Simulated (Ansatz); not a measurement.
TiSi2, space group Immm, a convergence test of the k-point mesh

With Ansatz 0.2.0 through its Python package.

Notebook, run cell by cell (the value of a cell's last expression is shown):

**Cell 1**
```python
import warnings

import ansatz
from pymatgen.core import Lattice, Structure
from pymatgen.io.ase import AseAtomsAdaptor
from tabulate import tabulate
```

**Cell 2**
```python
FUNCTIONAL = "lda"
CUTOFF_EV = 510
OCCUPATIONS = "fermi_dirac"

warnings.simplefilter("ignore", ansatz.DeckWarning)
```

**Cell 3**
```python
pmg_structure = Structure(
    Lattice([(-1.472872, 1.71213, 4.212083), (1.472872, -1.71213, 4.212083), (1.472872, 1.71213, -4.212083)]),
    ["Ti", "Si", "Si"],
    [
        (0.0, 0.0, 0.0),
        (0.329922, 0.329922, 0.0),
        (0.670078, 0.670078, 0.0),
    ],
)
xtal = ansatz.Crystal.from_ase(AseAtomsAdaptor.get_atoms(pmg_structure))
```

**Cell 4**
```python
xtal.resolved().sites[-1]
```
Output:
```text
Site(symbol='Si', position=(0.670078, 0.670078, -4.460205841348141e-19), moment=None, axis=None, held=None, saved=None)
```

**Cell 5**
```python
model = xtal.calculation()
model = model.functional(FUNCTIONAL)
model = model.basis(CUTOFF_EV).occupations(OCCUPATIONS, width=150 * ansatz.meV)
```

**Cell 6**
```python
rows = []
for value in [(3, 3, 3), (5, 5, 5), (6, 6, 6), (8, 8, 8), (10, 10, 10), (12, 12, 12)]:
    r = model.kpoints(mesh=value).run(threads=1, backend="cpu").report
    rows.append((value, r["free_energy_ev"] / len(r["lattice"]["sites"]), r["n_iterations"], r["n_kpoints"]))
```

**Cell 7**
```python
print(tabulate(rows, headers=["mesh", "F/atom (eV)", "iterations", "k-points"], floatfmt=".4f", tablefmt="simple"))
```
Output:
```text
mesh            F/atom (eV)    iterations    k-points
------------  -------------  ------------  ----------
(3, 3, 3)        -1223.0613             6           8
(5, 5, 5)        -1223.0386             7          27
(6, 6, 6)        -1223.0323             6          46
(8, 8, 8)        -1223.0284             6          95
(10, 10, 10)     -1223.0314             7         171
(12, 12, 12)     -1223.0323             7         280
```

**Cell 8**
```python
# differences from the last row
for row in rows[:-1]:
    shift = 1000 * (row[1] - rows[-1][1])
    print(f"{row[0]}: {shift:+.2f} meV/atom" + ("  (within 1 meV)" if abs(shift) < 1 else ""))
```
Output:
```text
(3, 3, 3): -29.01 meV/atom
(5, 5, 5): -6.36 meV/atom
(6, 6, 6): -0.06 meV/atom  (within 1 meV)
(8, 8, 8): +3.86 meV/atom
(10, 10, 10): +0.85 meV/atom  (within 1 meV)
```

From 10×10×10 on it stays within 1 meV an atom of the value at 12×12×12; the first row (3×3×3) is off by 29.0 meV and the last but one by 0.85 meV. That rests on few rows after larger swings, so the series isn't shown to be converged. This holds for F at a smearing of 0.15 eV; a narrower one needs a denser mesh. It goes up and down, since the sum over k-points isn't variational.

What to keep in mind:
- A Fermi-Dirac width this large means warm electrons, whose thermal share enters the free energy.
- A row within the bound is followed by one outside it, so the series isn't shown to be converged.
- The structure comes from a database of computed cells and needn't be a stable or known phase.
- Shifts are counted from the finest mesh, which is itself no proven limit.
- It ran for 19 s on 1 thread of Intel(R) Xeon(R) Processor @ 2.30GHz, on a shared host, peak memory 0.71 GiB.
